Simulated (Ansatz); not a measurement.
# CH3ClGeS: the cost of one run

Program: Ansatz 0.2.0, driven from Python. Level of theory: B3LYP+D4/def2-SVP. These are calculated values, not measurements.

## (1) The system

Bond lengths: C1–S2 1.754 Å, S2–Ge3 2.226 Å, Ge3–Cl4 2.172 Å, C1–H5 1.153 Å, C1–H6 1.126 Å, C1–H7 1.116 Å. Angles: C1–S2–Ge3 92.6°, S2–C1–H5 110.7°, S2–C1–H6 113.7°, S2–C1–H7 113.0°, H5–C1–H6 103.4°, H5–C1–H7 106.4°, H6–C1–H7 109.1°, S2–Ge3–Cl4 108.3°.

The script holds or builds the structure itself.

## (2) The code

File ch3clges.py:

```python
'''Harmonic frequencies of CH3ClGeS at its relaxed geometry.'''

import itertools

import ansatz
from ase.data import atomic_numbers, covalent_radii
import numpy as np

GEOMETRY = '''
C    -0.22450    0.68320   -0.56290
S     1.23000   -0.27240   -0.77850
Ge    0.41850   -1.96250    0.42140
Cl    0.34910   -1.34950    2.50400
H    -0.15110    1.67360   -1.14770
H    -1.15000    0.19920   -0.98420
H    -0.41080    0.96020    0.50240
'''

molecule = ansatz.Crystal.molecule()
for line in GEOMETRY.strip().splitlines():
    symbol, *xyz = line.split()
    molecule = molecule.atom(symbol, [float(v) for v in xyz])

model = molecule.calculation()
model = model.basis(gaussian='def2-SVP').functional('b3lyp', dispersion='d4')
symbols = [site.symbol for site in molecule.cartesian_sites]
start = np.array([site.position_ang for site in molecule.cartesian_sites], dtype=float)
report = model.relax(force_tolerance=0.003).run().report
end = np.array(report['positions_ang'])

# pairs closer than 1.2 times the sum of covalent radii, before or after
radius = [covalent_radii[atomic_numbers[s]] for s in symbols]
span = lambda where, i, j: np.linalg.norm(where[i] - where[j])
bonded = [(i, j) for i, j in itertools.combinations(range(len(symbols)), 2) if min(span(start, i, j), span(end, i, j)) < 1.2 * (radius[i] + radius[j])]
print('pair        before    after (A)')
for i, j in bonded:
    print(f'{symbols[i]}{i}-{symbols[j]}{j}'.ljust(10), f'{span(start, i, j):8.4f} {span(end, i, j):8.4f}')

# frequencies need a stationary point, so they are taken at the relaxed geometry
minimum = ansatz.Crystal.molecule()
for symbol, place in zip(symbols, end):
    minimum = minimum.atom(symbol, place.tolist())
vibrating = (
    minimum.calculation()
    .basis(gaussian='def2-SVP')
    .functional('b3lyp', dispersion='d4')
    .phonons(temperatures=(200, 600, 100))
)
vib = vibrating.run().report['vibrations']
sums = vib['harmonic_sums']
modes = [m['omega_inv_cm'] for m in sums['modes_at_gamma'] if m['rigid_motion'] == 'no']
print('frequencies (1/cm):', ' '.join(f'{w:.0f}' for w in modes))
print('imaginary modes:', sum(w < 0 for w in modes), ' zero-point energy:', round(sums['zero_point_energy_ev'], 4), 'eV')
print('T (K)   F_vib (eV)   S_vib (meV/K)   C_vib (meV/K)')
for row in zip(sums['temperatures_k'], sums['vibrational_free_energy_ev'], vib['entropy_ev_per_k'], vib['heat_capacity_ev_per_k']):
    print(f'{row[0]:6.1f} {row[1]:11.4f} {1000 * row[2]:13.4f} {1000 * row[3]:15.4f}')
```

## (3) What the engine is handed

The engine receives this input (first run):

```yaml
crystal:
  periodic: [false, false, false]
  atoms:
    - { symbol: C, position_ang: [-0.2245, 0.6832, -0.5629] }
    - { symbol: S, position_ang: [1.23, -0.2724, -0.7785] }
    - { symbol: Ge, position_ang: [0.4185, -1.9625, 0.4214] }
    - { symbol: Cl, position_ang: [0.3491, -1.3495, 2.504] }
    - { symbol: H, position_ang: [-0.1511, 1.6736, -1.1477] }
    - { symbol: H, position_ang: [-1.15, 0.1992, -0.9842] }
    - { symbol: H, position_ang: [-0.4108, 0.9602, 0.5024] }
basis:
  gaussian:
    orbitals: def2-SVP
hamiltonian:
  xc: b3lyp
  dispersion: d4
relax:
  f_tol: 0.003
```

## (4) Launch

Run with:

```bash
> python ch3clges.py
```

**Question.** How long does this script take on 1 thread of Arm Neoverse V2, shared host, and how much memory does it need?

About 3.7 min, with a peak of 0.3 GiB.
